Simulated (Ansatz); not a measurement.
# SnPb3S4: the cost of one run

Method: DFT r2SCAN, scalar-relativistic, plane waves, PAW, in Ansatz 0.2.0.

## Step 1: Starting point

It takes space group Cmmm (No. 65, orthorhombic). Conventional cell: a = 8.444 Å, b = 11.943 Å, c = 4.223 Å, α = 90.00°, β = 90.00°, γ = 90.00°. Around Sn (site symmetry mmm) lie 6 S at 2.95 Å. Around Pb (site symmetry 2/m) lie 6 S at 2.99 Å. Pb (site symmetry mmm) has 6 S at 3.02 Å as nearest neighbours. Around S (site symmetry 2mm) lie 2 Sn at 2.95 Å and 4 Pb at 2.99 to 3.02 Å. S (site symmetry m2m) is surrounded by 1 Sn at 2.95 Å and 5 Pb at 2.99 to 3.02 Å.

Structure file:

```
Sn Pb S
1.0
     4.22224   -5.97146    0.00000
     4.22224    5.97146    0.00000
     0.00000    0.00000    4.22276
Sn Pb S
1 3 4
Direct
  0.00000 0.00000 0.50000
  0.00000 0.50000 0.00000
  0.50000 0.50000 0.50000
  0.50000 0.00000 0.00000
  0.75534 0.75534 0.00000
  0.75272 0.24728 0.50000
  0.24728 0.75272 0.50000
  0.24465 0.24465 0.00000
```

The cell was relaxed beforehand at this level, from a generated guess; it is a trial structure. At a tolerance of 0.05 Å it has space group Cmmm (No. 65); it has 26.62 Å³/atom, an uncorrected energy of -0.51 eV/atom over the elements and, on its mesh, gap 0.04 eV.

## Step 2: Level of theory: r2SCAN

Contents of input.yaml:

```yaml
crystal:
  lattice:
    - [4.2222421, -5.9714612, 0.0]
    - [4.2222421, 5.9714612, 0.0]
    - [0.0, 0.0, 4.2227601]
  atoms:
    - { symbol: Sn, position: [0.0, 0.0, 0.5] }
    - { symbol: Pb, position: [0.0, 0.5, 0.0] }
    - { symbol: Pb, position: [0.5, 0.5, 0.5] }
    - { symbol: Pb, position: [0.5, 0.0, 0.0] }
    - { symbol: S, position: [0.755345, 0.755345, 0.0] }
    - { symbol: S, position: [0.752717, 0.247283, 0.5] }
    - { symbol: S, position: [0.247283, 0.752717, 0.5] }
    - { symbol: S, position: [0.244655, 0.244655, 0.0] }
basis:
  ecutwfc: 500
kpoints:
  mp_grid: { grid: [6, 6, 10] }
  band_path:
    path:
      - [[0.0, 0.0, 0.0], [-0.5, 0.5, 0.0], [-0.37498706, 0.62501294, 0.0]]
      - [[0.37498706, 0.37498706, 0.0], [0.0, 0.0, 0.0], [0.0, 0.0, 0.5], [0.37498706, 0.37498706, 0.5]]
      - [[-0.37498706, 0.62501294, 0.5], [-0.5, 0.5, 0.5], [-0.5, 0.5, 0.0]]
      - [[0.0, 0.0, 0.0], [0.0, 0.5, 0.0], [0.0, 0.5, 0.5], [0.0, 0.0, 0.5], [-0.5, 0.5, 0.5]]
    npoints: 14
hamiltonian:
  xc: r2scan
scf:
  occupations: { method: gaussian, width: 0.1 }
  n_extra_bands: 20
output:
  forces: true
  stress: true
  eigenvalues: true
  populations: true
  dos: { projected: true, de: 0.02, nscf_kmesh: { grid: [8, 8, 12] } }
  bader: true
```

The run is started by

```
ansatz run input.yaml --threads 4 --pin off --max-ram 8192MiB --backend cpu --events-out ev --progress --plain --runs-dir out
```

What time and memory should one allow on 4 threads of Intel Xeon Platinum 8488C (Sapphire Rapids), shared host?

About 65 s, with a peak of 2.2 GiB.
